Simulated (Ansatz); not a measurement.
# BO3: the cost of one run

Program: Ansatz 0.2.0. Level of theory: DFT PBE, scalar-relativistic, plane waves, PAW. These are calculated values, not measurements.

6 further runs of the same task are left out: 1 that didn't finish, 5 set aside as unsound or not needed.

**1. Starting point**

Symmetry: Pm-3m, No. 221, cubic system. Conventional cell: a = 3.053 Å, b = 3.053 Å, c = 3.053 Å, α = 90.00°, β = 90.00°, γ = 90.00°. Around B (site symmetry m-3m) lie 12 O at 2.16 Å. Around O (site symmetry 4/mmm) lie 4 B at 2.16 Å and 8 O at 2.16 Å.

Coordinates:

```cif
data_structure
_symmetry_space_group_name_H-M 'Pm-3m'
_symmetry_Int_Tables_number 221
_cell_length_a 3.0529
_cell_length_b 3.0529
_cell_length_c 3.0529
_cell_angle_alpha 90.000
_cell_angle_beta 90.000
_cell_angle_gamma 90.000
_cell_volume 28.45
loop_
_atom_site_label
_atom_site_type_symbol
_atom_site_symmetry_multiplicity
_atom_site_Wyckoff_symbol
_atom_site_fract_x
_atom_site_fract_y
_atom_site_fract_z
_atom_site_occupancy
B1 B 1 a 0.00000 0.00000 0.00000 1
O1 O 3 c 0.00000 0.50000 0.50000 1
```

This is candidate A: Cu3Au (L1_2) type (Pm-3m, No. 221).

(A quick probe on a coarse mesh, which set the mesh and smearing, is not shown.)

**3. Rough relaxation on the coarse mesh (candidate A)**

Input file input.yaml:

```yaml
crystal:
  lattice:
    - [3.0529428106, 0.0, 0.0]
    - [0.0, 3.0529428106, 0.0]
    - [0.0, 0.0, 3.0529428106]
  atoms:
    - { symbol: B, position: [0.0, 0.0, 0.0] }
    - { symbol: O, position: [0.0, 0.5, 0.5], spin: 0.65 }
    - { symbol: O, position: [0.5, 0.0, 0.5], spin: 0.65 }
    - { symbol: O, position: [0.5, 0.5, 0.0], spin: 0.65 }
basis:
  ecutwfc: 420
kpoints:
  mp_grid: { grid: [6, 6, 6] }
hamiltonian:
  xc: pbe
scf:
  occupations: { method: gaussian, width: 0.1 }
  lower_state_search: "off"
output:
  forces: true
  stress: true
  eigenvalues: true
  populations: true
magnetization:
  spin_polarized: true
relax:
  adjacent_minimum: "off"
  f_tol: 0.04
  max_steps: 70
  cell: { stress_tol: 0.4 }
```

The run is started by

```sh
$ ansatz run input.yaml --threads 1 --pin off --max-ram 2560MiB --backend cpu --events-out ev --progress --plain --runs-dir out
```

Q: Estimate wall time and peak memory on 1 thread of Intel Xeon 6975P-C (Granite Rapids), shared host.

About 15 s, with a peak of 0.34 GiB.
